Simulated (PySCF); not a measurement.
# C6H8OSi: electronic excitations

Aim: predict the electronic excitations of C6H8OSi (`C#C[C@@H]1C(=O)[SiH2][C@@H]1C`).

The runs use PySCF 2.14.0, with density-fitted response routines of our own; the level of theory stands in each step. All values are computed, except where a source is named. Atoms are numbered from 0 throughout.

## Step 1: The molecule as given

16 atoms, charge 0, multiplicity 1; geometry from: GFN2-xTB.

Bonds of the start (Å): C0–C1 1.20, C1–C2 1.44, C2–C3 1.54, C3–O4 1.20, C3–Si5 1.93, Si5–C6 1.93, C6–C7 1.52, C6–C2 1.56, C0–H8 1.05, C2–H9 1.09, Si5–H10 1.46, Si5–H11 1.46, C6–H12 1.09, C7–H13 1.09, C7–H14 1.09, C7–H15 1.09.

## Step 2: Excited states and response: B3LYP/def2-SVPD

Job settings and geometry (Å):

```
{"job": {"kind": "uv", "xc": "B3LYP", "basis": "def2-SVPD", "nstates": 8, "ntriplets": 3}, "charge": 0, "multiplicity": 1}
C      1.689519     0.417621     2.062031
C      1.011628    -0.226913     1.313913
C      0.227773    -0.994986     0.378107
C      1.092877    -1.250835    -0.867679
O      1.931487    -2.091224    -1.033420
Si     0.168863     0.095241    -1.903102
C     -0.899659    -0.181356    -0.321776
C     -1.429571     1.013349     0.456243
H      2.268051     0.972036     2.738685
H     -0.106961    -1.915091     0.865570
H     -0.394296    -0.288492    -3.192523
H      0.865346     1.376037    -1.943620
H     -1.737343    -0.857292    -0.518503
H     -1.874598     0.694908     1.398314
H     -0.630159     1.715250     0.680790
H     -2.190556     1.530692    -0.124440
```

With the program's defaults for keys left out, this is: TDDFT B3LYP/def2-SVPD, vertical, gas phase, core orbitals frozen in the response.

Command:

```bash
$ OMP_NUM_THREADS=1 python probes_run.py task.json out
```

One launch serves the whole session: the jobs run in the order shown.

Predict these results of the whole session: lowest singlet (B3LYP/def2-SVPD); brightest single state of those computed; lowest triplet; surface potential, 1st and 99th percentile.

As calculated:

| quantity | value |
| --- | --- |
| lowest singlet (B3LYP/def2-SVPD) | 3.18 eV (390 nm), f = 0.001 |
| brightest single state of those computed | state 3, 5.09 eV, f = 0.050 |
| lowest triplet | 2.58 eV |
| surface potential, 1st and 99th percentile | -1.56 V and 1.47 V |

In words: The lowest singlet, at 3.18 eV, is HOMO→LUMO 0.97 and is dark; of the 8 states computed, the strongest absorption comes from state 3 at 5.09 eV. The lowest triplet lies 0.60 eV below the lowest singlet (triplets in Tamm-Dancoff, singlets in full TDDFT). By nearest atom (B3LYP/def2-SVPD), the HOMO sits on O4 41 %; C3 15 % and the LUMO on C3 41 %; O4 26 %.
